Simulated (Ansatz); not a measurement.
**CH5InO2 (SMILES [CH3][In]([OH])[OH]): BLYP/def2-SVP (core potential)**

What is the electronic atomisation energy of CH5InO2 at BLYP/def2-SVP (core potential)? 

The calculation is run with Ansatz 0.2.0.

57 further runs of the same task are left out: 1 that didn't finish, 56 set aside as unsound or not needed. Runs told in other sessions of the task aren't counted.

## 1. Starting point

The species is CH5InO2 (9 atoms), meant as a singlet with charge 0. As SMILES, `[CH3][In]([OH])[OH]`. The coordinates come from a PBE0-D4/def2-TZVP relaxation. This is one conformer, not always the lowest.

Bond lengths: C1–In2 2.127 Å, In2–O3 1.981 Å, In2–O4 1.993 Å, C1–H5 1.090 Å, C1–H6 1.090 Å, C1–H7 1.089 Å, O3–H8 0.961 Å, O4–H9 0.959 Å. Some angles: C1–In2–O3 124.7°, C1–In2–O4 129.1°, O3–In2–O4 106.2°, In2–C1–H5 109.8°, In2–C1–H6 109.5°, In2–C1–H7 109.4°, In2–O3–H8 111.0°, In2–O4–H9 114.4°, H5–C1–H6 109.0°, H5–C1–H7 109.7°.

## 2. The energy at BLYP/def2-SVP (core potential)

File input.yaml:

```yaml
crystal:
  periodic: [false, false, false]
  atoms:
    - {symbol: C, position_ang: [-0.086600, 0.920200, -1.366200]}
    - {symbol: In, position_ang: [0.122900, -0.336100, 0.337800]}
    - {symbol: O, position_ang: [1.440800, -1.806000, 0.500900]}
    - {symbol: O, position_ang: [-0.898600, -0.312900, 2.048600]}
    - {symbol: H, position_ang: [-1.126400, 0.929200, -1.692800]}
    - {symbol: H, position_ang: [0.212100, 1.936300, -1.107700]}
    - {symbol: H, position_ang: [0.547500, 0.548900, -2.169800]}
    - {symbol: H, position_ang: [1.365500, -2.243400, 1.353100]}
    - {symbol: H, position_ang: [-1.577100, 0.363700, 2.096100]}
basis:
  gaussian: {orbitals: def2-SVP}
output: {orbitals: {seedname: orbitals}}
accuracy: high
hamiltonian: {xc: {name: BLYP}}
```

Command:

```
$ ansatz run input.yaml --threads 1 --pin off --max-ram 3480MiB --events-out events.jsonl --progress --plain --runs-dir runs
```

Log:

```text
Warning: RAYON_NUM_THREADS=1 ignored (pool sized by the plan → 1); use --threads N
Functional definition: BLYP
  name "BLYP"
  parameter beta = 0.0042
  parameter a = 0.04918
  parameter b = 0.132
  parameter c = 0.2533
  parameter d = 0.349
  exchange = b88_x(beta = beta)
  correlation = lyp_c(a = a, b = b, c = c, d = d)
2222 factors; integrals over basis functions are off by at most 2.0e-8 eV
mean field evaluation 1: about -10357.8416 eV, gradient 1.0e2 eV
mean field evaluation 2: about -10245.5424 eV, gradient 2.3e2 eV
mean field evaluation 4: about -10378.5353 eV, gradient 2.5e1 eV
mean field evaluation 8: about -10380.0965 eV, gradient 2.0e-1 eV
mean field evaluation 16: about -10380.0899 eV, gradient 1.1e-5 eV
mean field -10380.08988134 eV, -381.4612672617 hartree, gradient 6.6e-8 eV, S^2 0.000000; 0 other end points of the search recorded, 0 dependent functions left out
reference -10380.08994110 eV, -381.4612694576 hartree; 24, 24 occupied and 69, 69 virtual orbitals, 2222 factors
Total energy: -10380.08994110 eV, -381.4612694576 hartree
```

Run time: 6 s. Hardware: 1 thread of Arm Neoverse V2, shared host; peak memory 0.26 GiB.

## 3. The C atom at the same level

File job.yaml:

```yaml
basis:
  gaussian:
    orbitals: def2-SVP
crystal:
  periodic: [false, false, false]
  atoms:
    - {symbol: C, position_ang: [0.000000, 0.000000, 0.000000]}
magnetization:
  spin_polarized: true
  initial_magnetization: 2
hamiltonian:
  xc: {name: BLYP}
accuracy: high
```

Run the same way, it converges to -37.80070 Eh (log not shown).

## 4. The H atom, same level

File molecule.yaml:

```yaml
crystal:
  periodic: [false, false, false]
  atoms:
    - {symbol: H, position_ang: [0.000000, 0.000000, 0.000000]}
basis:
  gaussian:
    orbitals: def2-SVP
hamiltonian:
  xc: {name: BLYP}
accuracy: high
magnetization:
  spin_polarized: true
  initial_magnetization: 1
```

Run the same way, it converges to -0.49640 Eh (log not shown).

## 5. The In atom, same level

File job.yaml:

```yaml
crystal:
  periodic: [false, false, false]
  atoms:
    - {symbol: In, position_ang: [0.000000, 0.000000, 0.000000]}
basis:
  gaussian:
    orbitals: def2-SVP
magnetization:
  spin_polarized: true
  initial_magnetization: 1
hamiltonian:
  xc: {name: BLYP}
accuracy: high
```

Run the same way, it converges to -190.07504 Eh (log not shown).

## 6. The O atom, same level

File input.yaml:

```yaml
crystal:
  periodic: [false, false, false]
  atoms:
    - {symbol: O, position_ang: [0.000000, 0.000000, 0.000000]}
basis:
  gaussian: {orbitals: def2-SVP}
hamiltonian: {xc: {name: BLYP}}
magnetization: {spin_polarized: true, initial_magnetization: 2}
accuracy: high
```

Run the same way, it converges to -74.98782 Eh (log not shown).

## 7. Results

At BLYP/def2-SVP (core potential):

```
                     quantity          value
       molecule: total energy  -381.46127 Eh
        molecule: HOMO energy       -5.85 eV
        molecule: LUMO energy       -1.49 eV
      molecule: HOMO–LUMO gap        4.37 eV
         C atom: total energy   -37.80070 Eh
                 C atom: ⟨S²⟩          2.002
         H atom: total energy    -0.49640 Eh
                 H atom: ⟨S²⟩          0.750
        In atom: total energy  -190.07504 Eh
                In atom: ⟨S²⟩          0.751
         O atom: total energy   -74.98782 Eh
                 O atom: ⟨S²⟩          2.002
electronic atomisation energy      30.691 eV
```

Taking the molecule apart into free atoms costs 30.69 eV (708 kcal/mol), before zero-point energy and without spin-orbit coupling.
